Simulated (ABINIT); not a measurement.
Runs of ABINIT 10.8.3 (patched build) on BSe. It takes space group P6_3mc (No. 186, hexagonal). Conventional cell: a = 3.271 Å, b = 3.271 Å, c = 7.236 Å, α = 90.00°, β = 90.00°, γ = 120.00°. Around B (site symmetry 3m) lie 3 Se at 2.07 Å. Around Se (site symmetry 3m) lie 3 B at 2.07 Å. The cell was built by a generator and needn't be a form met in nature.

```csv
task,level,potentials or basis,cell,cutoff (eV),cell freedom (optcell),optimiser (ionmov),cutoff smearing ecutsm (Ha),force stop (Ha/bohr),gap on the mesh (eV),pressure (GPa),largest force (eV/Å)
single point,LDA,PseudoDojo NC SR LDA v0.4.1 standard,as given,1170,-,-,-,-,none,(a),0.25
single point,RPBE,PseudoDojo NC SR PBE v0.4.1 standard,as given,1088,-,-,-,-,none,1.9,0.11
relaxation of cell and atoms,PBE,PseudoDojo NC SR PBE v0.4.1 standard,relaxed,1170,2,2,0.5,2e-05,none,0.0,-
single point,PBE,PseudoDojo NC SR PBE v0.4.1 standard,cell relaxed,1170,-,-,-,-,none,0.0,-
```

Alike in all rows: no spin polarisation; k mesh 7 × 7 × 3; smearing fermi-dirac 0.05 eV.

Problem. Estimate the missing entries.

Solution. (a) -4.7.

Caveats: the potentials were made for another functional, which shifts forces and pressure (some runs).

A k mesh can miss the band edges, and the runs leave out spin-orbit coupling on Se.

A gap of «none» marks a metal or a gap under the smearing width.
